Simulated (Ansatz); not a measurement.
# NbRh: the cost of one run

Computed with Ansatz 0.2.0 (DFT LDA, scalar-relativistic, plane waves, PAW, unless a step's input says otherwise).

2 further runs of the same task are left out: 2 set aside as unsound or not needed. Runs told in other sessions of the task aren't counted.

## 1. The structure to begin with

It takes space group P4/mmm (No. 123, tetragonal). Conventional cell: a = 2.809 Å, b = 2.809 Å, c = 3.812 Å, α = 90.00°, β = 90.00°, γ = 90.00°. Nb (site symmetry 4/mmm) is surrounded by 8 Rh at 2.75 Å and 4 Nb at 2.81 Å. Rh (site symmetry 4/mmm) is surrounded by 8 Nb at 2.75 Å and 4 Rh at 2.81 Å.

As a file:

```cif
data_structure
_symmetry_space_group_name_H-M 'P4/mmm'
_symmetry_Int_Tables_number 123
_cell_length_a 2.8086
_cell_length_b 2.8086
_cell_length_c 3.8124
_cell_angle_alpha 90.000
_cell_angle_beta 90.000
_cell_angle_gamma 90.000
_cell_volume 30.07
loop_
_atom_site_label
_atom_site_type_symbol
_atom_site_symmetry_multiplicity
_atom_site_Wyckoff_symbol
_atom_site_fract_x
_atom_site_fract_y
_atom_site_fract_z
_atom_site_occupancy
Nb1 Nb 1 a 0.00000 0.00000 0.00000 1
Rh1 Rh 1 d 0.50000 0.50000 0.50000 1
```

This cell was relaxed beforehand with the same method: volume 15.04 Å³/atom, gap on the mesh none (metal).

## 2. Relaxing at 2 GPa

At a set pressure the run lowers the enthalpy E + PV, so the energy alone may rise along the way.

input.yaml

```yaml
crystal:
  lattice:
    - [2.8086316043, 0.0, 0.0]
    - [0.0, 2.8086316043, 0.0]
    - [0.0, 0.0, 3.8123637045]
  atoms:
    - { symbol: Nb, position: [0.0, 0.0, 0.0] }
    - { symbol: Rh, position: [0.5, 0.5, 0.5] }
basis:
  ecutwfc: 420
kpoints:
  mp_grid: { grid: [14, 14, 12] }
hamiltonian:
  xc: lda
scf:
  occupations: { method: fermi_dirac, width: 0.15 }
output:
  forces: true
  stress: true
  eigenvalues: true
  write_density: true
  write_potential: true
  elf: true
  volumetric_format: npy
relax:
  adjacent_minimum: "off"
  f_tol: 0.001
  max_steps: 60
  cell: { stress_tol: 0.02, p_target: 2.0 }
```

Launch:

```bash
> ansatz run input.yaml --threads 1 --pin off --max-ram 3072MiB --backend cpu --events-out ev --progress --plain --runs-dir out
```

**Question.** How long does this run take on 1 thread of Arm Neoverse V2, shared host, and how much memory does it need?

About 33 s, with a peak of 0.41 GiB.
